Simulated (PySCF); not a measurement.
Crystal: OScCl2H, in a box.

```
CELL_PARAMETERS angstrom
12.00000 0.00000 0.00000
0.00000 14.00000 0.00000
0.00000 0.00000 12.00000
ATOMIC_POSITIONS crystal
O 0.59321 0.59769 0.56527
Sc 0.53518 0.48181 0.52658
Cl 0.62035 0.34491 0.58852
Cl 0.37841 0.47597 0.41714
H 0.62375 0.65809 0.58573
```

Base run:

- Program: PySCF 2.14.0
- Functional: N12
- Potentials or basis: def2-svp (all-electron)
- k mesh: 1 × 1 × 1
- Occupations: fixed
- Spin: no spin polarisation

Its results: gap between the frontier levels 3.55 eV.

Q: After a change of settings the same cell gave: gap between the frontier levels 3.96 eV. Which change was it?
A. functional from N12 to TM
B. functional from N12 to B3LYP; dispersion from none to D3(OP)
C. functional from N12 to OLYP; dispersion from none to D3(BJ)

A: A.

Caveats: this is a molecule in a periodic box at the Γ point, so its band gap is the HOMO-LUMO gap; the basis of atomic orbitals isn't converged, which shifts pressures, moduli and gaps.

Not every run made on this cell is shown here.
